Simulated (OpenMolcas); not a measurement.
# One shape, several levels: AlSnSiH7 (SMILES [SiH3][AlH][SnH3])

We compute a comparison of 5 runs (HF/def2-SVP, M06-2X/def2-SVP, TPSS/def2-SVP, r2SCAN/def2-SVP, MP2/def2-SVP) of AlSnSiH7. 

The results are computed with OpenMolcas 26.06.

**1. The system as given**

AlSnSiH7 has 10 atoms, charge 0, and is taken as a singlet. As SMILES, `[SiH3][AlH][SnH3]`. The coordinates come from a PBE0-D4/def2-TZVP relaxation.

Bond lengths: Si1–Al2 2.456 Å, Al2–Sn3 2.662 Å, Si1–H4 1.492 Å, Si1–H5 1.489 Å, Si1–H6 1.492 Å, Al2–H7 1.590 Å, Sn3–H8 1.713 Å, Sn3–H9 1.712 Å, Sn3–H10 1.713 Å. Some angles: Si1–Al2–Sn3 119.8°, Si1–Al2–H7 121.6°, Sn3–Al2–H7 118.6°, Al2–Si1–H4 109.8°, Al2–Si1–H5 114.3°, Al2–Si1–H6 109.8°, Al2–Sn3–H8 112.0°, Al2–Sn3–H9 113.4°, Al2–Sn3–H10 111.9°, H4–Si1–H5 107.9°.

**2. Energy and forces at HF/def2-SVP (core potential) (run 1)**

Contents of run.inp:

```
&GATEWAY
BasLib
$CurrDir
Coord
10
angstrom
Si      -1.727600       1.016900      -0.987400
Al       0.630900       0.366100      -0.771800
Sn       1.403800      -1.143700       1.279600
H       -2.584500      -0.202700      -1.056000
H       -2.025800       1.852500      -2.183800
H       -2.154500       1.780100       0.221500
H        1.723200       0.824500      -1.833100
H        2.608000      -0.374300       2.224600
H        0.128400      -1.541500       2.349800
H        2.081400      -2.629000       0.759800
Basis
def2-SVP
Group
NoSym
&SEWARD
&SCF
Thresholds
1e-10 1e-07 1e-07 1e-05
PrOrbitals
0
&ALASKA
```

The basis set def2-SVP is read from a file made from the Basis Set Exchange's data (not shown).

Run with:

```sh
$ export MOLCAS_MEM=1860
$ pymolcas run.inp > run.log
```

Output:

```text
--- Start Module: gateway ---
[...]
--- Stop Module: gateway /rc=_RC_ALL_IS_WELL_ ---
[...]
      Basis functions           97
[...]
--- Start Module: scf ---
[...]
       Convergence after  11 Iterations
[...]
::    Total SCF energy                               -748.0660618173
[...]
      Total spin, S                                     0.0000000000
[...]
      Total electronic charge=   56.000000
      Total            charge=   -0.000000
[...]
      Dipole Moment (debye):
      Origin of the operator (angstrom)=    0.7519   -0.5447    0.5797
                   X=  8.1117E-02               Y=  4.4886E-01               Z= -7.0895E-01           Total=  8.4301E-01
      Quadrupole Moment (debye*angstrom):
[...]
--- Stop Module: scf /rc=_RC_ALL_IS_WELL_ ---
[...]
--- Start Module: alaska ---
[...]
 *              Molecular gradients               *
 **************************************************
  Irreducible representation: a
 ------------------------------------------------------------------------------------------
                              X                       Y                       Z
 ------------------------------------------------------------------------------------------
  SI1               7.37865627886336E-03   -2.10023646276891E-03    8.53332934104500E-04
  AL2              -4.21171903328776E-03   -2.55392061064885E-03    5.24269744094674E-03
  SN3              -2.57840503784657E-03    3.78341476996980E-03   -4.90428405053756E-03
  H4               -7.93677129472758E-04   -7.88979488568931E-04    1.35838139954769E-04
  H5               -5.72095277215912E-04    7.64471373995157E-04   -9.94195937298770E-04
  H6               -5.41667911426513E-04    3.90587649634178E-04    8.70729886423227E-04
  H7                1.21485070890781E-03    3.90649516627040E-04   -9.86486853525648E-04
  H8               -8.75024818532744E-04   -9.91626504987630E-04   -5.01118072210982E-04
[...]
--- Stop Module: alaska /rc=_RC_ALL_IS_WELL_ ---
[...]
```

Run time: 7.8 s. Hardware: 1 thread of Intel Xeon 6975P-C (Granite Rapids), shared host; peak memory 0.54 GiB.

**3. Energy and gradient at M06-2X/def2-SVP (core potential) (run 2)**

Contents of calc.input:

```
* AlH7SiSn Kohn-Sham DFT
>>> EXPORT MOLCAS_PRINT=2
&GATEWAY
BasLib = $CurrDir
Coord
10
angstrom
Si      -1.727600       1.016900      -0.987400
Al       0.630900       0.366100      -0.771800
Sn       1.403800      -1.143700       1.279600
H       -2.584500      -0.202700      -1.056000
H       -2.025800       1.852500      -2.183800
H       -2.154500       1.780100       0.221500
H        1.723200       0.824500      -1.833100
H        2.608000      -0.374300       2.224600
H        0.128400      -1.541500       2.349800
H        2.081400      -2.629000       0.759800
Basis = def2-SVP
Group = NoSym
&SEWARD
GridInput
Grid=UltraFine
End of Grid
&SCF
KSDFT = M062X
Thresholds = 1e-10 1e-07 1e-07 1e-05
PrOrbitals = 1 1
&ALASKA
```

The basis set def2-SVP is read from a file made from the Basis Set Exchange's data (not shown).

Run with:

```sh
$ export MOLCAS_MEM=1860
$ pymolcas calc.input > calc.log
```

Output:

```text
--- Start Module: gateway ---
[...]
--- Stop Module: gateway /rc=_RC_ALL_IS_WELL_ ---
[...]
      Basis functions           97
[...]
--- Start Module: scf ---
[...]
       Convergence after  11 Iterations
[...]
::    Total KS-DFT energy                            -750.0878591039
[...]
      Total spin, S                                     0.0000000000
[...]
      Total electronic charge=   56.000000
      Total            charge=   -0.000000
[...]
      Dipole Moment (debye):
      Origin of the operator (angstrom)=    0.7519   -0.5447    0.5797
                   X=  4.5230E-02               Y=  3.8491E-01               Z= -5.9980E-01           Total=  7.1411E-01
      Quadrupole Moment (debye*angstrom):
[...]
--- Stop Module: scf /rc=_RC_ALL_IS_WELL_ ---
[...]
--- Start Module: alaska ---
[...]
 *              Molecular gradients               *
 **************************************************
  Irreducible representation: a
 ------------------------------------------------------------------------------------------
                              X                       Y                       Z
 ------------------------------------------------------------------------------------------
  SI1               3.29195810184757E-05   -2.13889530176203E-05    8.45452493138943E-05
  AL2              -4.01468007604322E-04   -1.42659033853931E-03    2.23130435455587E-03
  SN3               3.73174425645217E-04   -5.75128154364890E-04    7.83566533513635E-04
  H4               -1.18187099277023E-04    1.41222466874869E-04   -8.70018489035340E-06
  H5               -2.16544527818829E-04   -4.15122307635407E-05    1.51959706184535E-04
  H6               -1.60167749716722E-04   -7.09238116547439E-06   -1.45015084529465E-04
  H7                1.34141468050197E-03    3.60543255262913E-04   -9.92156201902628E-04
  H8               -2.97790653076913E-03   -2.53846932467794E-03   -1.86318445511580E-03
[...]
--- Stop Module: alaska /rc=_RC_ALL_IS_WELL_ ---
[...]
```

It took 30 s on 1 thread of Intel Xeon 6975P-C (Granite Rapids), shared host; peak memory 0.54 GiB.

Runs 3 to 4 aren't shown in full; the table further down has their settings and results.

**4. The energy at MP2/def2-SVP (core potential) (run 5)**

Contents of mol.inp:

```
>>> EXPORT MOLCAS_PRINT=2

&gateway
  baslib = $CurrDir
  coord
  10
  bohr
  Si    -3.26469085     1.92166250    -1.86591558
  Al     1.19222821     0.69182873    -1.45849062
  Sn     2.65279753    -2.16127977     2.41809355
  H     -4.88399717    -0.38304749    -1.99555079
  H     -3.82820718     3.50071765    -4.12678391
  H     -4.07141494     3.36390147     0.41857434
  H      3.25637606     1.55807919    -3.46405696
  H      4.92840573    -0.70732449     4.20388474
  H      0.24264083    -2.91301282     4.44047845
  H      3.93327596    -4.96808998     1.43581391
  basis = def2-SVP
  group = NoSym

&seward

&scf
  thresholds = 1e-10 1e-07 1e-07 1e-05
  prorbitals = 1

&mbpt2
  frozen = 14
```

The basis set def2-SVP is read from a file made from the Basis Set Exchange's data (not shown).

Run with:

```sh
$ export MOLCAS_MEM=1860
$ pymolcas mol.inp > mol.log
```

Output:

```text
--- Start Module: gateway ---
[...]
--- Stop Module: gateway /rc=_RC_ALL_IS_WELL_ ---
[...]
      Basis functions           97
[...]
--- Start Module: scf ---
[...]
       Convergence after  11 Iterations
[...]
::    Total SCF energy                               -748.0660618172
[...]
      Total spin, S                                     0.0000000000
[...]
      Total electronic charge=   56.000000
      Total            charge=   -0.000000
[...]
      Dipole Moment (debye):
      Origin of the operator (angstrom)=    0.7519   -0.5447    0.5797
                   X=  8.1117E-02               Y=  4.4886E-01               Z= -7.0895E-01           Total=  8.4301E-01
      Quadrupole Moment (debye*angstrom):
[...]
--- Stop Module: scf /rc=_RC_ALL_IS_WELL_ ---
[...]
--- Start Module: mbpt2 ---
[...]
WARNING!
Default frozen orbitals as non valence orbitals is overwritten by user input.
Default values:   4
[...]
       Reference weight ( Cref**2 )         =        0.87965
::    Total MBPT2 energy                             -748.3509268315
[...]
      Total MBPT2 calculations                           0.29      0.32
--- Stop Module: mbpt2 /rc=_RC_ALL_IS_WELL_ ---
[...]
```

It took 6.3 s on 1 thread of Intel Xeon 6975P-C (Granite Rapids), shared host; peak memory 0.54 GiB.

**5. All runs side by side**

| run | level | integration grid | task | energy (Eh) | dipole moment (D) of the reference | HOMO energy (eV) | LUMO energy (eV) | wall time |
| --- | --- | --- | --- | --- | --- | --- | --- | --- |
| 1 | HF/def2-SVP (core potential) | – | gradient | -748.066062 | 0.84 | -9.37 | 0.24 | 7.8 s |
| 2 | M06-2X/def2-SVP (core potential) | UltraFine | gradient | -750.087859 | 0.71 | -8.04 | -1.91 | 30 s |
| 3 | TPSS/def2-SVP (core potential) | UltraFine | gradient | -750.189382 | 0.66 | -6.36 | -3.09 | 34 s |
| 4 | r2SCAN/def2-SVP (core potential) | UltraFine | gradient | -750.234622 | 0.62 | -6.46 | -3.05 | 35 s |
| 5 | MP2/def2-SVP (core potential) | – | energy | -748.350927 | 0.84 | -9.37 | 0.24 | 6.3 s |

**6. Results**

| quantity | value |
| --- | --- |
| run 5: total energy | -748.35093 Eh |
| run 5: dipole moment (mean-field density) | 0.84 D |
| run 5: HOMO energy (Hartree–Fock orbitals) | -9.37 eV |
| run 5: LUMO energy (Hartree–Fock orbitals) | 0.24 eV |
| run 5: HOMO–LUMO gap (Hartree–Fock orbitals) | 9.61 eV |
| run 5: correlation energy (14 core orbitals frozen) | -284.9 mEh |

What this shows: Over runs 1, 2, 3, 4 the dipole moment (its size) runs from 0.62 D (r2SCAN/def2-SVP) to 0.84 D (HF/def2-SVP). Over runs 1, 2, 3, 4 the HOMO–LUMO gap runs from 3.27 eV (TPSS/def2-SVP) to 9.61 eV (HF/def2-SVP). Exact exchange widens orbital gaps. Totals of different functionals can't be ranked against each other. All runs together took 1.9 min, the longest 35 s.
